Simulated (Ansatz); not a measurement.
**GaH7OSi: one species, many methods**

How much do the methods differ for GaH7OSi? The plan is to run it at one geometry with functionals of several rungs and with coupled cluster, and see how far each lands from CCSD(T) at the basis-set limit for the atomisation energy.

Program: Ansatz 0.2.0, Gaussian basis. Level of theory: functionals in def2-TZVPP, the program's frozen cores in correlated methods. These are calculated values, not measurements.

Plan: LDA (SPW92), PBE-D4, revPBE-D4, BLYP-D4, r2SCAN-D4, B97M-V, PBE0-D4, B3LYP-D4, r2SCANh-D4, r2SCAN0-D4, HSE06-D4, BHLYP-D4, CAM-B3LYP-D4, LC-ωPBE, ωB97X-V, ωB97M-V, B2PLYP, PBE-QIDH; CCSD(T)/def2-SVP; CCSD(T)/def2-TZVPP; CCSD(T)/def2-QZVPP; extrapolation to the limit; RPA on PBE.

## (1) The relaxed structure

An earlier PBE0-D4 in a triple-zeta def2 set relaxation fixed the geometry.

10 atoms, charge 0, spin multiplicity 1.

Atoms are counted from 1 here; the program's logs count them from 0.

Bond lengths: Si1–O2 1.686 Å, Si1–H4 1.485 Å, Si1–H5 1.480 Å, Si1–H6 1.475 Å, O2–Ga3 2.176 Å, O2–H7 0.960 Å, Ga3–H8 1.571 Å, Ga3–H9 1.583 Å, Ga3–H10 1.578 Å. Angles: O2–Si1–H4 106.7°, O2–Si1–H5 110.5°, O2–Si1–H6 105.9°, H4–Si1–H5 110.0°, H4–Si1–H6 111.6°, H5–Si1–H6 112.0°, Si1–O2–Ga3 118.1°, Si1–O2–H7 117.7°, Ga3–O2–H7 112.1°, O2–Ga3–H8 100.1°, O2–Ga3–H9 92.2°, O2–Ga3–H10 95.6°, H8–Ga3–H9 118.9°, H8–Ga3–H10 119.6°, H9–Ga3–H10 118.3°.

As a file:

```
Si   -0.4847    0.6801   -1.2893
O    -0.7722   -0.2337    0.0975
Ga    0.8821   -0.5510    1.4752
H    -1.7671    0.7400   -2.0350
H     0.5560    0.0407   -2.1249
H    -0.0696    2.0132   -0.8145
H    -1.3239   -1.0148    0.0101
H     0.3066    0.1466    2.7603
H     1.8856    0.2535    0.5526
H     0.8703   -2.1256    1.3709
```

## (2) LDA

This LDA is Slater exchange with PW92 correlation.

The input, in.yaml:

```yaml
crystal:
  periodic: [false, false, false]
  atoms:
    - {symbol: Si, position_ang: [-0.484692, 0.680133, -1.289315]}
    - {symbol: O, position_ang: [-0.772191, -0.233739, 0.097528]}
    - {symbol: Ga, position_ang: [0.882117, -0.550978, 1.475179]}
    - {symbol: H, position_ang: [-1.767064, 0.739986, -2.034953]}
    - {symbol: H, position_ang: [0.556036, 0.040651, -2.124897]}
    - {symbol: H, position_ang: [-0.069647, 2.013209, -0.814499]}
    - {symbol: H, position_ang: [-1.323937, -1.014801, 0.010141]}
    - {symbol: H, position_ang: [0.306577, 0.146588, 2.760318]}
    - {symbol: H, position_ang: [1.885630, 0.253474, 0.552580]}
    - {symbol: H, position_ang: [0.870270, -2.125624, 1.370919]}
basis:
  gaussian: {orbitals: def2-TZVPP}
hamiltonian: {xc: lda}
output: {orbitals: {seedname: orbitals}}
```

Started as:

```bash
$ ansatz run in.yaml --threads 2 --pin off --events-out ev --progress --plain --max-ram 32768MiB --backend cpu
```

After this run come: PBE-D4 (GGA); revPBE-D4 (GGA); BLYP-D4 (GGA); r2SCAN-D4 (meta-GGA); B97M-V (meta-GGA); PBE0-D4 (hybrid); B3LYP-D4 (hybrid); r2SCANh-D4 (hybrid); r2SCAN0-D4 (hybrid); HSE06-D4 (hybrid); BHLYP-D4 (hybrid); CAM-B3LYP-D4 (range-separated); LC-ωPBE (range-separated); ωB97X-V (range-separated); ωB97M-V (range-separated); B2PLYP (double hybrid); PBE-QIDH (double hybrid); CCSD(T) in def2-SVP; CCSD(T) in def2-TZVPP; CCSD(T) in def2-QZVPP; RPA on PBE orbitals.

Q: Predict the results of all the runs planned. Wanted: atomisation energy, CCSD(T)/CBS; farthest beyond LDA; mean size of error, GGA; mean size of error, meta-GGA; mean size of error, hybrid; mean size of error, range-separated; mean size of error, double hybrid; gap, smallest and largest; T1 diagnostic.

As calculated:

```
                               quantity                                              value
        atomisation energy, CCSD(T)/CBS                                          29.425 eV
    functionals within 0.294 eV (1.0 %)  r2SCAN-D4, B97M-V, CAM-B3LYP-D4, ωB97X-V, ωB97M-V
                    farthest beyond LDA                              revPBE-D4 (-1.241 eV)
                mean size of error, GGA                                           0.893 eV
           mean size of error, meta-GGA                                           0.128 eV
             mean size of error, hybrid                                           0.631 eV
    mean size of error, range-separated                                           0.234 eV
      mean size of error, double hybrid                                           0.662 eV
              gap, smallest and largest          4.53 eV (LDA (SPW92)), 11.76 eV (LC-ωPBE)
                          T1 diagnostic                                             0.0123
triples share of the correlation energy                                              3.1 %
```

The LDA atomisation energy is off by 3.045 eV (10 %): it overbinds. PBE-D4 is off by -0.753 eV. Double hybrids carry the basis error of their MP2 part in triple zeta, and no dispersion term here, so their miss is partly the set-up's. The rungs meta-GGA, range-separated miss on average by less than the doubt on the reference (0.294 eV), so they tie. The reference freezes the cores and leaves out relativity and excitations past (T), and its outer-core shells are covered unevenly, so misses under about 0.294 eV can't be ranked. Hartree-Fock recovers 74 % of the binding; the rest is correlation. CCSD(T) in def2-SVP is off by -1.915 eV, so the small basis spoils what the method gains. The gap grows from 4.5 to 11.8 eV across the functionals, mostly with the share of exact exchange. Correlated methods include outer-core shells of Ga, which these sets cover unevenly.
